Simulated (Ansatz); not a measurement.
# ClF3Ti: the cost of one run

Computed with Ansatz 0.2.0, Gaussian basis. Level: the settings change from run to run.

### 1 The relaxed structure

An earlier PBE0-D4 in a triple-zeta def2 set relaxation fixed the geometry.

5 atoms, charge 0, spin multiplicity 1.

Atoms are counted from 1 here; the program's logs count them from 0.

Bond lengths: F1–Ti2 1.736 Å, Ti2–F3 1.736 Å, Ti2–F4 1.736 Å, Ti2–Cl5 2.175 Å. Angles: F1–Ti2–F3 109.2°, F1–Ti2–F4 109.2°, F1–Ti2–Cl5 109.7°, F3–Ti2–F4 109.2°, F3–Ti2–Cl5 109.7°, F4–Ti2–Cl5 109.7°.

### 2 PBE/def2-TZVPP

Set apart from the defaults: D3(BJ) dispersion, high accuracy.

Contents of in.yaml:

```yaml
crystal:
  periodic: [false, false, false]
  atoms:
    - {symbol: F, position_ang: [-0.887486, -0.378873, 1.468673]}
    - {symbol: Ti, position_ang: [0.010099, -0.096642, 0.009616]}
    - {symbol: F, position_ang: [1.642858, -0.645201, 0.227181]}
    - {symbol: F, position_ang: [-0.721887, -0.981301, -1.292587]}
    - {symbol: Cl, position_ang: [0.006215, 2.028316, -0.454283]}
basis:
  gaussian: {orbitals: def2-TZVPP}
hamiltonian: {xc: {name: PBE}, dispersion: d3bj}
accuracy: high
```

On the command line:

```
$ ansatz run in.yaml --threads 4 --pin off --events-out ev --progress --plain --max-ram 10444MiB
```

Q: Estimate wall time and peak memory on 4 threads of Arm Neoverse V2, shared host.

About 7 s, with a peak of 0.86 GiB.
